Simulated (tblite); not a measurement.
# C5H10Si2: the cost of one run

The runs use tblite 0.8.0 and PySCF 2.14.0, with density-fitted response routines of our own; the level of theory stands in each step. All values are computed, except where a source is named. Atoms are numbered from 0 throughout.

**1. Starting geometry**

17 atoms, charge 0, multiplicity 1; geometry from: force field or distance geometry start.

Bonds of the start (Å): C0–C1 1.22, C1–C2 1.43, C2–C3 1.50, C3–C4 1.51, C4–Si5 1.85, Si5–Si6 2.24, Si6–C3 1.83, C0–H7 1.04, C2–H8 1.11, C2–H9 1.13, C3–H10 1.12, C4–H11 1.09, C4–H12 1.12, Si5–H13 1.45, Si5–H14 1.47, Si6–H15 1.45, Si6–H16 1.45.

**2. Optimising the geometry with GFN2-xTB**

The job: settings as JSON, then the geometry in Å.

```
{"job": {"kind": "relax", "xc": "GFN2-xTB", "basis": "xTB"}, "charge": 0, "multiplicity": 1}
C      2.862500    -1.049000     0.652800
C      2.139900    -0.385500    -0.080600
C      1.316500     0.392200    -0.950600
C     -0.145000     0.376000    -0.604700
C     -0.512600     0.879400     0.775100
Si    -2.275400     0.446100     0.416900
Si    -0.926500    -1.230500    -0.187300
H      3.482100    -1.603200     1.283700
H      1.508200     0.150000    -2.019100
H      1.624700     1.471700    -0.841700
H     -0.704300     0.899200    -1.423800
H     -0.013500     0.335500     1.576800
H     -0.280400     1.971000     0.823500
H     -3.136700     0.185000     1.555900
H     -2.903300     1.130500    -0.719400
H     -1.568200    -1.993100    -1.244500
H     -0.475000    -1.963200     0.977000
```

Run with:

```
$ OMP_NUM_THREADS=1 python probes_run.py task.json out
```

This one command runs all jobs of the session in turn.

Q: Estimate the wall time of this first job on 1 thread of Intel Xeon at 2.50GHz, shared host.

About 2.8 s.
